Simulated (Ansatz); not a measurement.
**CH₃F₃OSW: up Jacob's ladder to CCSD(T)**

The task here is to estimate one member of a computed series from the others.

Program: Ansatz 0.2.0, Gaussian basis. Level of theory: functionals in def2-TZVPP, the program's frozen cores in correlated methods. These are calculated values, not measurements.

The runs, in order: LDA (SPW92), PBE-D4, revPBE-D4, BLYP-D4, r2SCAN-D4, B97M-V, PBE0-D4, B3LYP-D4, r2SCANh-D4, r2SCAN0-D4, HSE06-D4, BHLYP-D4, CAM-B3LYP-D4, LC-ωPBE, ωB97X-V, ωB97M-V, B2PLYP, PBE-QIDH; CCSD(T)/def2-SVP; MP2/def2-TZVPP; MP2/def2-QZVPP; RPA on PBE.

### The relaxed structure

The geometry comes from an earlier relaxation with PBE0-D4 in a triple-zeta def2 set; it is a stationary point, not always the lowest conformer. W takes the def2 core potential; no spin-orbit term is included.

SMILES `C[O][W]([F])([F])([F])=[S]`, 10 atoms, charge 0, spin multiplicity 1.

Atoms are counted from 1 here; the program's logs count them from 0.

Bond lengths: C1–O2 1.400 Å, C1–H8 1.092 Å, C1–H9 1.092 Å, C1–H10 1.094 Å, O2–W3 1.836 Å, W3–F4 1.858 Å, W3–F5 1.873 Å, W3–F6 1.857 Å, W3–S7 2.106 Å. Angles: O2–C1–H8 108.7°, O2–C1–H9 109.7°, O2–C1–H10 109.4°, H8–C1–H9 109.5°, H8–C1–H10 109.7°, H9–C1–H10 109.9°, C1–O2–W3 144.5°, O2–W3–F4 148.9°, O2–W3–F5 85.0°, O2–W3–F6 90.1°, O2–W3–S7 105.3°, F4–W3–F5 82.7°, F4–W3–F6 85.7°, F4–W3–S7 105.6°, F5–W3–F6 148.6°, F5–W3–S7 105.6°, F6–W3–S7 105.7°.

Set-up of the first run:

in.yaml reads:

```yaml
crystal:
  periodic: [false, false, false]
  atoms:
    - {symbol: C, position_ang: [0.582508, -1.670628, -0.020965]}
    - {symbol: O, position_ang: [0.421480, -0.356931, 0.435710]}
    - {symbol: W, position_ang: [-0.399850, 1.250756, 0.104193]}
    - {symbol: F, position_ang: [-1.954769, 2.192874, -0.276621]}
    - {symbol: F, position_ang: [-0.674961, 0.568442, -1.617986]}
    - {symbol: F, position_ang: [-0.942958, 1.342773, 1.877645]}
    - {symbol: S, position_ang: [1.166589, 2.645696, -0.083719]}
    - {symbol: H, position_ang: [1.645669, -1.918962, -0.004345]}
    - {symbol: H, position_ang: [0.038130, -2.356058, 0.632050]}
    - {symbol: H, position_ang: [0.201263, -1.749061, -1.043162]}
basis:
  gaussian: {orbitals: def2-TZVPP}
hamiltonian: {xc: lda}
output: {orbitals: {seedname: orbitals}}
```

Launch:

```bash
$ ansatz run in.yaml --threads 4 --pin off --events-out ev --progress --plain --max-ram 11315MiB
```

Steps of the session up to this table: LDA; PBE-D4 (GGA); revPBE-D4 (GGA); BLYP-D4 (GGA); r2SCAN-D4 (meta-GGA); B97M-V (meta-GGA); PBE0-D4 (hybrid); B3LYP-D4 (hybrid); r2SCANh-D4 (hybrid); r2SCAN0-D4 (hybrid); HSE06-D4 (hybrid); BHLYP-D4 (hybrid); CAM-B3LYP-D4 (range-separated); LC-ωPBE (range-separated); ωB97X-V (range-separated); ωB97M-V (range-separated); B2PLYP (double hybrid); PBE-QIDH (double hybrid).

One table of the session follows, with a row left open; its other results are not shown here.

It belongs to the step «Orbital energies across the functionals». 

| functional | HOMO (eV) | LUMO (eV) | gap (eV) |
| --- | --- | --- | --- |
| LDA (SPW92) | -7.21 | -3.94 | 3.27 |
| PBE-D4 | -7.03 | -3.69 | 3.34 |
| revPBE-D4 | -6.97 | -3.60 | 3.36 |
| BLYP-D4 | -6.89 | -3.58 | 3.30 |
| r2SCAN-D4 | -7.37 | -3.68 | 3.69 |
| B97M-V | -7.43 | -3.67 | 3.76 |
| PBE0-D4 | -8.35 | -2.96 | 5.39 |
| B3LYP-D4 | -8.11 | -3.17 | 4.94 |
| r2SCANh-D4 | -7.85 | -3.38 | 4.47 |
| r2SCAN0-D4 | -8.58 | -2.93 | 5.65 |
| HSE06-D4 | -7.95 | -3.34 | 4.61 |
| BHLYP-D4 | -9.52 | -2.02 | 7.49 |
| CAM-B3LYP-D4 | -9.63 | -1.84 | 7.79 |
| LC-ωPBE | -10.91 | -0.65 | 10.26 |
| ωB97X-V | -10.59 | -0.73 | 9.86 |
| ωB97M-V | ? | ? | ? |

**Question.** Estimate the row for ωB97M-V.

The run gave: HOMO (eV): -10.46; LUMO (eV): -0.74; gap (eV): 9.72. In the column «HOMO (eV)» it lies between ωB97X-V (-10.59) and CAM-B3LYP-D4 (-9.63).
